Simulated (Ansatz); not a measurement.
# Al: the cost of one run

Computed with Ansatz 0.2.0 (DFT LDA, scalar-relativistic, plane waves, PAW, unless a step's input says otherwise).

### Step 1. Starting point

Symmetry: Fm-3m, No. 225, cubic system. The conventional cell has a = 4.040 Å, b = 4.040 Å, c = 4.040 Å, α = 90.00°, β = 90.00°, γ = 90.00°. Al (site symmetry m-3m) is surrounded by 12 Al at 2.86 Å.

Coordinates:

```xyz
1
Lattice="0.0000 2.0200 2.0200 2.0200 0.0000 2.0200 2.0200 2.0200 0.0000" Properties=species:S:1:pos:R:3 pbc="T T T"
Al    0.0000    0.0000    0.0000
```

### Step 2. Relaxing cell and atoms: Al, no spin

Input file input.yaml:

```yaml
crystal:
  lattice:
    - [0.0, 2.02, 2.02]
    - [2.02, 0.0, 2.02]
    - [2.02, 2.02, 0.0]
  atoms:
    - { symbol: Al, position: [0.0, 0.0, 0.0] }
scf:
  occupations: { method: methfessel_paxton, width: 0.1 }
output:
  forces: true
  stress: true
  eigenvalues: true
hamiltonian:
  xc: lda
kpoints:
  mp_grid: { grid: [24, 24, 24] }
relax:
  f_tol: 0.005
  adjacent_minimum: "off"
  cell: { stress_tol: 0.02 }
```

On the command line:

```bash
> ansatz run input.yaml --threads 8 --pin off --max-ram 20480MiB --backend cpu --events-out ev --progress --plain --runs-dir out
```

What time and memory should one allow on 8 threads of Intel Xeon Platinum 8259CL at 2.50GHz (Skylake/Cascade Lake), shared host?

About 8.5 s, with a peak of 0.41 GiB.
